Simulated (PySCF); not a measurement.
# The bond of AlGe, level by level

What are the lowest state that PBE0 finds, the bond length, vibrational wavenumber and bond energy of AlGe, and how much do these hang on the method?

Computed with PySCF 2.14.0. Level: Al 6-311G(d,p), Ge 6-311G(d,p), no relativity.

**1. The job**

The job is set up so:

```json
{
 "atoms": "Al, Ge",
 "charge": "0",
 "basis": "Al 6-311G(d,p), Ge 6-311G(d,p)",
 "Hamiltonian": "no relativity",
 "basis functions": "70",
 "electrons treated": "45",
 "masses in u": "26.9815, 73.9212",
 "levels": "PBE0, PBE, r²SCAN, revPBE, BLYP, r²SCANh, LC-ωPBE, HF, MP2, SCS-MP2, CCSD, CCSD(T)",
 "grid": "80 radial by 434 angular points",
 "occupations": "held fixed by the projection of orbital angular momentum",
 "dissociation limit": "Al + Ge, each in its ground configuration",
 "starting distance in angstrom": "2.355",
 "values of 2S to try": "1, 3"
}
```

The runs that follow: First curve: PBE0; Other states along the same grid; PBE (GGA); r²SCAN; revPBE (GGA); BLYP; r²SCANh; LC-ωPBE; UHF (mean field); MP2 and coupled cluster.

What does the calculation give? Wanted: for each run, Re; ωe; De; μ.

The runs gave:

Lowest PBE0 solution found, without spin–orbit coupling: ⁴Σ⁻ (quartet), unpaired electrons σ ↑, π ↑↑. State 2 has its PBE0 minimum 0.31 eV higher, as a spin-mixed determinant (⟨S²⟩ = 1.78), so this is no gap between pure states. State 3 has its PBE0 minimum 0.39 eV higher, as a spin-mixed determinant (⟨S²⟩ = 1.77), so this is no gap between pure states. State 4 has its PBE0 minimum 1.05 eV higher. The other levels ran on the lowest alone.

```tsv
level	Re (Å)	ωe (cm⁻¹)	De (eV)	μ (D)
UHF	2.536	277.7	1.55	-2.14
UHF-MP2	2.467	311	2.24	n/a
UHF-SCS-MP2	2.472	308	2.03	n/a
UHF-CCSD	2.488	303	2.11	n/a
UHF-CCSD(T)	2.483	306	2.22	n/a
PBE	2.489	295.8	2.61	-1.07
revPBE	2.503	290.5	2.46	-1.04
BLYP	2.516	278.7	2.32	-1.19
r²SCAN	2.461	310	2.63	-1.31
r²SCANh	2.459	311	2.57	-1.39
PBE0	2.469	307	2.47	-1.29
LC-ωPBE	2.439	319	2.20	-1.61
```

De is counted to Al + Ge in their ground configurations. A positive dipole means Al(−)Ge(+).

Differences from CCSD(T) in the same basis:

```tsv
level	Re (mÅ)	ωe (%)
UHF	+53	-9.2
UHF-MP2	-15	+1.7
UHF-SCS-MP2	-11	+0.7
UHF-CCSD	+5	-1.0
PBE	+6	-3.2
revPBE	+20	-5.0
BLYP	+34	-8.8
r²SCAN	-21	+1.3
r²SCANh	-24	+1.8
PBE0	-13	+0.3
LC-ωPBE	-44	+4.4
```

**Reading.** Against CCSD(T) in the same basis, the bond length is nearest at UHF-CCSD (+5 mÅ) and farthest at UHF (+53 mÅ); the wavenumber is nearest at PBE0 (+0.3 %) and farthest at UHF (-9.2 %). CCSD(T) in a basis this small is itself some way from its limit, more so than the functionals. Among the levels with a De in the table, it runs from 1.55 eV (UHF) to 2.63 eV (r²SCAN).

Correlated steps freeze 14 core orbitals.
